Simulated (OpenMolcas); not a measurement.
# Rh⁴⁺ among point charges: CASSCF and CASPT2 levels and susceptibility

Aim: the splitting of the states of Rh⁴⁺ in the field of 8 point charges, its lowest levels with spin-orbit coupling and its magnetic susceptibility.

Method: state-averaged CASSCF and CASPT2, spin-orbit coupling by RASSI with atomic mean-field integrals. Code: OpenMolcas 26.06.

**1. The system**

```
Species                           : Rh⁴⁺ (rhodium, Z = 45, 41 electrons)
Basis                             : ANO-RCC-VDZP [6s5p3d1f], 43 functions
Scalar Hamiltonian                : DKH2, point nucleus
Inactive shells                   : 1s 2s 2p 3s 3p 3d 4s 4p
Active space                      : 5 electrons in 5 orbitals (4d)
Some configurations of this space : 4d⁵
Orbitals                          : optimised for each spin and parity, averaged over all roots
```

Outer shells as boxes (Hund's rule):

4d5
```
4d [↑ ][↑ ][↑ ][↑ ][↑ ]
```

The ion sits among 8 point charges of -0.78 e arranged as a cube (Oh), 1.88 Å from the ion.

The work runs as a chain of OpenMolcas steps in one folder; each step below is one input file. Labels, J, g values, rates, χT and fits are worked out afterwards by a script from the matrices that RASSI stores. The input lists half of the charges; inversion (Group=XYZ) makes the rest.

**2. GATEWAY and SEWARD: basis and integrals**

The input, a.inp:

```
&GATEWAY
Coord
1

Rh 0.0 0.0 0.0
Basis=ANO-RCC-VDZP
Group=XYZ
NoMove
AngMom=0.0 0.0 0.0
AMFI
XField
4 Angstrom 0
1.085419 1.085419 1.085419 -0.780000
1.085419 1.085419 -1.085419 -0.780000
1.085419 -1.085419 1.085419 -0.780000
1.085419 -1.085419 -1.085419 -0.780000
&SEWARD
```

Run with:

```console
$ OMP_NUM_THREADS=1 MOLCAS_MEM=1689 MOLCAS_PROJECT=a pymolcas a.inp > a.log
```

**3. CASSCF: sextets of even parity, 1 root**

The input, a.inp:

```
&RASSCF
FileOrb=start.orb
Symmetry=1
Spin=6
nActEl=5 0 0
Inactive=9 9
Ras2=5 0
CIRoot=1 1 1
SDav=1
CIMx=300
Iter=120 100
PrWF=0.3
OrbListing=Nothing
MaxOrb=0
>>> COPY $Project.JobIph JOB001
```

start.orb holds the contracted functions of the basis, ordered by shell, or the orbitals of the step before.

**4. Reference wave functions, quartets of even parity, 24 roots**

The input, a.inp:

```
&RASSCF
FileOrb=start.orb
Symmetry=1
Spin=4
nActEl=5 0 0
Inactive=9 9
Ras2=5 0
CIRoot=24 24 1
SDav=24
CIMx=300
Iter=120 100
PrWF=0.3
OrbListing=Nothing
MaxOrb=0
>>> COPY $Project.JobIph JOB002
```

**5. Reference wave functions, doublets of even parity, 75 roots**

The input, a.inp:

```
&RASSCF
FileOrb=start.orb
Symmetry=1
Spin=2
nActEl=5 0 0
Inactive=9 9
Ras2=5 0
CIRoot=75 75 1
SDav=75
CIMx=300
Iter=120 100
PrWF=0.3
OrbListing=Nothing
MaxOrb=0
>>> COPY $Project.JobIph JOB003
```

**6. State interaction with spin-orbit coupling**

The input, a.inp:

```
&RASSI
NrOfJobIphs=3 1 24 75
1
1 2 3 4 5 6 7 8 9 10 11 12 13 14 15 16 17 18 19 20 21 22 23 24
1 2 3 4 5 6 7 8 9 10 11 12 13 14 15 16 17 18 19 20 21 22 23 24 25 26 27
28 29 30 31 32 33 34 35 36 37 38 39 40 41 42 43 44 45 46 47 48 49 50 51
52 53 54 55 56 57 58 59 60 61 62 63 64 65 66 67 68 69 70 71 72 73 74 75
IphNames
JOB001
JOB002
JOB003
EJob
SpinOrbit
DIPRint=1.0
SOCoupling=1000.0
Subsets=2
Property=9
'ANGMOM' 1 'ANGMOM' 2 'ANGMOM' 3 'MLTPL  1' 1 'MLTPL  1' 2 'MLTPL  1' 3
'AMFI' 1 'AMFI' 2 'AMFI' 3
SOProperty=3
'ANGMOM' 1 'ANGMOM' 2 'ANGMOM' 3
```

**7. CASPT2: IPEA 0.25, imaginary shift 0.1 (closed shells correlated: 4s 4p)**

The input, a.inp:

```
>>> COPY JOB001 $Project.JobIph
&CASPT2
Multistate=1 1
Frozen=8 6
IPEA=0.25
Imaginary=0.1
MaxIter=60
WThr=0.0 0.3 0.05
PrWF=0.5
NoMix
>>> COPY JOB002 $Project.JobIph
&CASPT2
Multistate=24 1 2 3 4 5 6 7 8 9 10 11 12 13 14 15 16 17 18 19 20 21 22
23 24
NoMult
Frozen=8 6
IPEA=0.25
Imaginary=0.1
MaxIter=60
WThr=0.0 0.3 0.05
PrWF=0.5
NoMix
>>> COPY JOB003 $Project.JobIph
&CASPT2
Multistate=75 1 2 3 4 5 6 7 8 9 10 11 12 13 14 15 16 17 18 19 20 21 22
23 24 25 26 27 28 29 30 31 32 33 34 35 36 37 38 39 40 41 42 43 44 45 46
47 48 49 50 51 52 53 54 55 56 57 58 59 60 61 62 63 64 65 66 67 68 69 70
71 72 73 74 75
NoMult
Frozen=8 6
IPEA=0.25
Imaginary=0.1
MaxIter=60
WThr=0.0 0.3 0.05
PrWF=0.5
NoMix
```

(Steps that only read results are left out.)

**Question.** What will these runs give? Wanted: spin-free ground state; lowest level; next level.

**Answer**, as computed:

```
                 quantity                                                                        value
                   method  SS-CASPT2, IPEA 0.25, imaginary shift 0.1 (closed shells correlated: 4s 4p)
   spin-free ground state                                              6A1, 1-fold in its orbital part
             lowest level                                                                    4-fold Γ8
               next level                                                                     0.1 cm⁻¹
              χT at 300 K                                                               4.36 cm³ K/mol
effective moment at 300 K                                                                      5.91 μB
```

Cost by method:

| method | time of its own steps | time with the reference |
| --- | --- | --- |
| A. CASSCF | 30 s | 30 s |
| B. SS-CASPT2, IPEA 0.25, imaginary shift 0.1, +4s 4p | 7 s | 37 s |

Times are of one thread on a shared host.

The spin-free ground state (6A1) comes to 100 % from free-ion S terms and keeps the highest spin of the shell. χT at 300 K is 4.36, against 4.39 cm³ K/mol for the spin alone, as a half-filled shell (L = 0) has no orbital moment. An active space of the d shell alone favours high spin; real ions in strong fields can be low spin. A ligand-field fit to the states below 45000 cm-1 gives 10Dq = -2660 cm-1, B = 801 cm-1 and C = 3870 cm-1 (C/B = 4.83), with a deviation of 696 cm-1. CASPT2 does not keep the components of a term degenerate, and the means are used. The field of point charges can differ much from that of real complexes. With metal d orbitals alone active, the gaps between spin states are rough; where two lie within a few thousand cm-1, their order is open. This is an electrostatic model: the charges have no orbitals.
